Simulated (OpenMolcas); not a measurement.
# Sm³⁺ among point charges: CASSCF levels and susceptibility

How does a field of 6 point charges split the states of Sm³⁺, and what χT follows?

Program: OpenMolcas 26.06. Level of theory: state-averaged CASSCF, spin-orbit coupling by RASSI with atomic mean-field integrals. These are calculated values, not measurements, unless marked.

### Step 1. What is computed

| Property | Result |
| --- | --- |
| Species | Sm³⁺ (samarium, Z = 62, 59 electrons) |
| Basis | ANO-RCC-VDZP [7s6p4d2f1g], 68 functions |
| Scalar Hamiltonian | DKH2, point nucleus |
| Inactive shells | 1s 2s 2p 3s 3p 3d 4s 4p 4d 5s 5p |
| Active space | 5 electrons in 7 orbitals (4f) |
| Some configurations of this space | 4f⁵ |
| Orbitals | optimised for the highest spin of each parity, averaged over all roots |

The outer shells:

4f5
```
4f [↑ ][↑ ][↑ ][↑ ][↑ ][  ][  ]
```

The ion sits among 6 point charges of -1 e arranged as an octahedron (Oh), 2.52 Å from the ion.

Each step is its own input file, run in one work folder so that later steps find the files of earlier ones. Labels, J, g values, rates, χT and fits are worked out afterwards by a script from the matrices that RASSI stores. The input lists half of the charges; inversion (Group=XYZ) makes the rest.

### Step 2. GATEWAY and SEWARD: basis and integrals

Input file a.inp:

```
&GATEWAY
Coord
1

Sm 0.0 0.0 0.0
Basis=ANO-RCC-VDZP
Group=XYZ
NoMove
AngMom=0.0 0.0 0.0
AMFI
XField
3 Angstrom 0
2.520000 0.000000 0.000000 -1.000000
0.000000 2.520000 0.000000 -1.000000
0.000000 0.000000 2.520000 -1.000000
&SEWARD
```

Launch:

```bash
OMP_NUM_THREADS=1 MOLCAS_MEM=2252 MOLCAS_PROJECT=a pymolcas a.inp > a.log
```

The log of the run:

```text
Basis set label: SM.ANO-RCC...7S6P4D2F1G.

      Electronic valence basis set:
      ------------------
      Associated Effective Charge  62.000000 au
      Associated Actual Charge     62.000000 au
      Nuclear Model: Point charge

      Shell  nPrim  nBasis  Cartesian Spherical Contaminant
         s      25       7        X
         p      22       6        X
         d      15       4                 X
         f      11       2                 X
         g       4       1                 X
                  Relativistic Douglas-Kroll-Hess integrals:
                    - DKH order of Hamiltonian: 2
                    - DKH order of Properties : 0
                  Atomic mean-field integrals
```

### Step 3. Reference wave functions, sextets of odd parity, 21 roots

Input file a.inp:

```
&RASSCF
FileOrb=start.orb
Symmetry=2
Spin=6
nActEl=5 0 0
Inactive=15 12
Ras2=0 7
CIRoot=21 21 1
SDav=21
CIMx=300
Iter=120 100
PrWF=0.3
OrbListing=Nothing
MaxOrb=0
>>> COPY $Project.JobIph JOB001
```

Launch:

```bash
OMP_NUM_THREADS=1 MOLCAS_MEM=2252 MOLCAS_PROJECT=a pymolcas a.inp > a.log
```

start.orb holds the contracted functions of the basis, ordered by shell, or the orbitals of the step before.

The log of the run, shortened:

```text
[...]
      Number of active orbitals                  7
[...]
      Spin quantum number                      2.5
[...]
      Active orbitals                            0   7
[...]
      Number of CSFs                            21
      Number of root(s) required                21
[...]
      Convergence after 10 iterations
[...]
      Natural orbitals and occupation numbers for root  1
      sym 2:   0.953246   0.953246   1.000000   0.349039   0.697715   0.697715   0.349039
      Natural orbitals and occupation numbers for root  2
      sym 2:   0.349036   0.953244   0.697720   1.000000   0.697720   0.953244   0.349036
      Natural orbitals and occupation numbers for root  3
      sym 2:   0.348672   0.952983   0.698345   0.348672   0.952983   0.698345   1.000000
::    RASSCF root number  1 Total energy: -10420.88268492
::    RASSCF root number  2 Total energy: -10420.88268492
::    RASSCF root number  3 Total energy: -10420.88268492
[...]
::    RASSCF root number 18 Total energy: -10420.85144550
::    RASSCF root number 19 Total energy: -10420.73911782
::    RASSCF root number 20 Total energy: -10420.73911782
::    RASSCF root number 21 Total energy: -10420.73911782
```

### Step 4. CASSCF: quartets of odd parity, 162 roots

Input file a.inp:

```
&RASSCF
FileOrb=start.orb
Symmetry=2
Spin=4
nActEl=5 0 0
Inactive=15 12
Ras2=0 7
CIRoot=162 162 1
SDav=224
CIMx=300
Iter=120 100
PrWF=0.3
OrbListing=Nothing
MaxOrb=0
CIOnly
>>> COPY $Project.JobIph JOB002
```

Launch:

```bash
OMP_NUM_THREADS=1 MOLCAS_MEM=2252 MOLCAS_PROJECT=a pymolcas a.inp > a.log
```

The log of the run, shortened:

```text
[...]
      Number of active orbitals                  7
[...]
      Spin quantum number                      1.5
[...]
      Active orbitals                            0   7
[...]
      Number of CSFs                           224
      Number of root(s) required               162
[...]
      Natural orbitals and occupation numbers for root  1
      sym 2:   0.601883   0.974898   0.739818   0.601883   0.739818   0.739818   0.601883
      Natural orbitals and occupation numbers for root  2
      sym 2:   0.575367   0.916574   0.871250   0.596155   0.730271   0.709960   0.600423
      Natural orbitals and occupation numbers for root  3
      sym 2:   0.599522   0.912897   0.710648   0.580673   0.721609   0.872660   0.601992
::    RASSCF root number  1 Total energy: -10420.78059851
::    RASSCF root number  2 Total energy: -10420.78052307
::    RASSCF root number  3 Total energy: -10420.78052307
[...]
::    RASSCF root number 27 Total energy: -10420.77874265
::    RASSCF root number 28 Total energy: -10420.77864053
::    RASSCF root number 29 Total energy: -10420.77854755
::    RASSCF root number 30 Total energy: -10420.77854755
```

CIOnly: the orbitals of an earlier block are kept, and only the CI is solved.

### Step 5. CASSCF: doublets of odd parity, 162 roots

Input file a.inp:

```
&RASSCF
FileOrb=start.orb
Symmetry=2
Spin=2
nActEl=5 0 0
Inactive=15 12
Ras2=0 7
CIRoot=162 162 1
SDav=490
CIMx=300
Iter=120 100
PrWF=0.3
OrbListing=Nothing
MaxOrb=0
CIOnly
>>> COPY $Project.JobIph JOB003
```

Launch:

```bash
OMP_NUM_THREADS=1 MOLCAS_MEM=2252 MOLCAS_PROJECT=a pymolcas a.inp > a.log
```

The log of the run, shortened:

```text
[...]
      Number of active orbitals                  7
[...]
      Spin quantum number                      0.5
[...]
      Active orbitals                            0   7
[...]
      Number of CSFs                           490
      Number of root(s) required               162
[...]
      Natural orbitals and occupation numbers for root  1
      sym 2:   0.479805   0.969398   0.603202   0.708616   0.658724   0.763932   0.816323
      Natural orbitals and occupation numbers for root  2
      sym 2:   0.775168   0.969788   0.481156   0.621078   0.812715   0.738088   0.602007
      Natural orbitals and occupation numbers for root  3
      sym 2:   0.690733   0.967281   0.807769   0.483853   0.771463   0.610657   0.668243
::    RASSCF root number  1 Total energy: -10420.72927735
::    RASSCF root number  2 Total energy: -10420.72927735
::    RASSCF root number  3 Total energy: -10420.72927735
[...]
::    RASSCF root number 27 Total energy: -10420.72147590
::    RASSCF root number 28 Total energy: -10420.72147590
::    RASSCF root number 29 Total energy: -10420.72147590
::    RASSCF root number 30 Total energy: -10420.72142491
```

CIOnly: the orbitals of an earlier block are kept, and only the CI is solved.

### Step 6. State interaction with spin-orbit coupling

Input file a.inp:

```
&RASSI
NrOfJobIphs=3 21 108 41
1 2 3 4 5 6 7 8 9 10 11 12 13 14 15 16 17 18 19 20 21
1 2 3 4 5 6 7 8 9 10 11 12 13 14 15 16 17 18 19 20 21 22 23 24 25 26 27
28 29 30 31 32 33 34 35 36 37 38 39 40 41 42 43 44 45 46 47 48 49 50 51
52 53 54 55 56 57 58 59 60 61 62 63 64 65 66 67 68 69 70 71 72 73 74 75
76 77 78 79 80 81 82 83 84 85 86 87 88 89 90 91 92 93 94 95 96 97 98 99
100 101 102 103 104 105 106 107 108
1 2 3 4 5 6 7 8 9 10 11 12 13 14 15 16 17 18 19 20 21 22 23 24 25 26 27
28 29 30 31 32 33 34 35 36 37 38 39 40 41
IphNames
JOB001
JOB002
JOB003
EJob
SpinOrbit
DIPRint=1.0
SOCoupling=1000.0
Subsets=2
Property=9
'ANGMOM' 1 'ANGMOM' 2 'ANGMOM' 3 'MLTPL  1' 1 'MLTPL  1' 2 'MLTPL  1' 3
'AMFI' 1 'AMFI' 2 'AMFI' 3
SOProperty=3
'ANGMOM' 1 'ANGMOM' 2 'ANGMOM' 3
```

Launch:

```bash
OMP_NUM_THREADS=1 MOLCAS_MEM=2252 MOLCAS_PROJECT=a pymolcas a.inp > a.log
```

The log of the run, shortened:

```text
SPIN-FREE ENERGIES:
  (Shifted by EMIN (a.u.) =     -10420.8826849249)
 SF State       Relative EMIN(au)   Rel lowest level(eV)    D:o, cm**(-1)      L_eff
     1             0.0000000000        0.0000000000              0.0000         5.0
     2             0.0000000000        0.0000000000              0.0000         5.0
     3             0.0000000000        0.0000000000              0.0000         5.0
     4             0.0001398520        0.0038055674             30.6940         5.0
     5             0.0001398520        0.0038055674             30.6940         5.0
     6             0.0006129457        0.0166791030            134.5260         5.0
     7             0.0006129457        0.0166791030            134.5260         5.0
     8             0.0006129457        0.0166791030            134.5260         5.0
     9             0.0009139098        0.0248687524            200.5800         5.0
    10             0.0009139098        0.0248687524            200.5800         5.0
[...]
Eigenvalues of complex Hamiltonian:
   -----------------------------------
  (Shifted by EMIN (a.u.) =     -10420.8826849249)
 SO State       Relative EMIN(au)   Rel lowest level(eV)    D:o, cm**(-1)     J-value
     1            -0.0204817423        0.0000000000              0.0000         2.0
     2            -0.0204817423        0.0000000000              0.0000         2.0
     3            -0.0201871315        0.0080167683             64.6596         2.0
     4            -0.0201871316        0.0080167672             64.6596         1.9
     5            -0.0201871316        0.0080167672             64.6596         1.9
     6            -0.0201871315        0.0080167683             64.6596         2.1
     7            -0.0154340163        0.1373556239           1107.8478         2.8
     8            -0.0154340163        0.1373556239           1107.8478         2.8
     9            -0.0153222120        0.1403979717           1132.3860         2.8
    10            -0.0153222120        0.1403979713           1132.3860         2.7
    11            -0.0153222120        0.1403979713           1132.3860         2.7
[...]
```

Time for these steps: 74 s (1 thread, shared host).

States without spin-orbit coupling:

| state | degeneracy | E (cm-1) | free-ion L (%) |
| --- | --- | --- | --- |
| 6T1 | 3 | 0 | H (100) |
| 6E | 2 | 31 | H (100) |
| 6T2 | 3 | 135 | H (100) |
| 6T1 | 3 | 201 | H (100) |
| 6A2 | 1 | 6790 | F (100) |
| 6T2 | 3 | 6820 | F (100) |
| 6T1 | 3 | 6856 | F (100) |
| 4A1 | 1 | 22405 | I (99) |
| 4T1 | 3 | 22422 | I (97) |
| 4T2 | 3 | 22444 | I (95) |
| 4A2 | 1 | 22525 | I (81) |
| 4T2 | 3 | 22582 | I (96) |
| 4E | 2 | 22599 | I (100) |
| 4A2 | 1 | 22734 | F (60) |
| 4T2 | 3 | 22762 | M (68) |
| 4A2 | 1 | 22767 | M (72) |
| 4T1 | 3 | 22782 | M (88) |
| 4T2 | 3 | 22789 | F (61) |
| 4T1 | 3 | 22813 | F (85) |
| 4A1 | 1 | 22835 | M (99) |
| 4T1 | 3 | 22856 | M (99) |
| 4E | 2 | 22862 | M (100) |
| 4T2 | 3 | 22995 | M (99) |
| 4T1 | 3 | 22996 | M (100) |

With spin-orbit coupling:

```csv
E (cm-1),Degeneracy,Label,2S+1,J,abs mJ (%),g
0.0,2,Γ7,6,2.50,3/2 (83),0.29 0.29 0.29
64.7,4,Γ8,6,2.50,1/2 (50),
1108,2,Γ6,6,3.50,1/2 (58),2.02 2.02 2.02
1132,4,Γ8,6,3.50,3/2 (37),
1148,2,Γ7,6,3.50,5/2 (75),2.29 2.29 2.29
2403,2,Γ6,6,4.50,1/2 (58),4.02 4.02 4.02
2421,4,Γ8,6,4.50,3/2 (40),
2442,4,Γ8,6,4.50,7/2 (44),
3868,4,Γ8,6,5.50,1/2 (39),
3874,2,Γ7,6,5.50,3/2 (46),4.43 4.43 4.43
3875,4,Γ8,6,5.50,5/2 (38),
3877,2,Γ6,6,5.50,7/2 (73),4.35 4.35 4.35
5394,2,Γ6,6,6.50,9/2 (69),6.34 6.34 6.34
5401,4,Γ8,6,6.50,7/2 (36),
5410,2,Γ7,6,6.50,5/2 (50),2.59 2.59 2.59
5439,2,Γ7,6,6.50,3/2 (52),3.47 3.47 3.47
5444,4,Γ8,6,6.50,1/2 (42),
6963,4,Γ8,6,7.50,11/2 (41),
6995,4,Γ8,6,7.50,7/2 (38),
7037,2,Γ7,6,7.50,13/2 (40),7.53 7.53 7.53
7101,4,Γ8,6,7.50,15/2 (32),
7110,2,Γ6,6,7.50,1/2 (52),6.65 6.65 6.65
8197,2,Γ6,6,0.51,1/2 (100),0.65 0.65 0.65
8489,4,Γ8,6,1.50,1/2 (50),
```

The table of states holds 24 of 67 computed; the rest, higher up, is left out. Principal g values are given for doublets only; a zero marks a field direction without first-order Zeeman splitting.

Powder χT (cm³ K/mol): 0.01 at 2 K, 0.02 at 5 K, 0.03 at 10 K, 0.05 at 20 K, 0.10 at 50 K, 0.15 at 100 K, 0.19 at 150 K, 0.23 at 200 K, 0.27 at 250 K, 0.31 at 300 K.

Stevens parameters of the J = 5/2 multiplet, 65 cm⁻¹ wide (cm⁻¹): B40 = 1.793e-01, B44 = 8.999e-01.

### Step 7. Outcome

| quantity | value |
| --- | --- |
| method | CASSCF |
| spin-free ground state | 6T1, 3-fold in its orbital part |
| first state of the same spin within the active space | 6E at 30.7 cm⁻¹ |
| lowest level | 2-fold Γ7, g = 0.29, 0.29, 0.29 |
| next level | 64.7 cm⁻¹ |
| χT at 300 K | 0.31 cm³ K/mol |
| effective moment at 300 K | 1.56 μB |

What this shows: The spin-free ground state (6T1) comes to 100 % from free-ion H terms and keeps the highest spin of the shell. The quartets, doublets rest on orbitals optimised for another spin in at least one step, which raises them against the optimised states. Not all states of the active space went into the spin-orbit step. High states of lower spin are left out of the spin-orbit mixing, and CASSCF puts spin-flip levels too high. Point charges carry no covalency, so the field is a model and not that of real ligands.
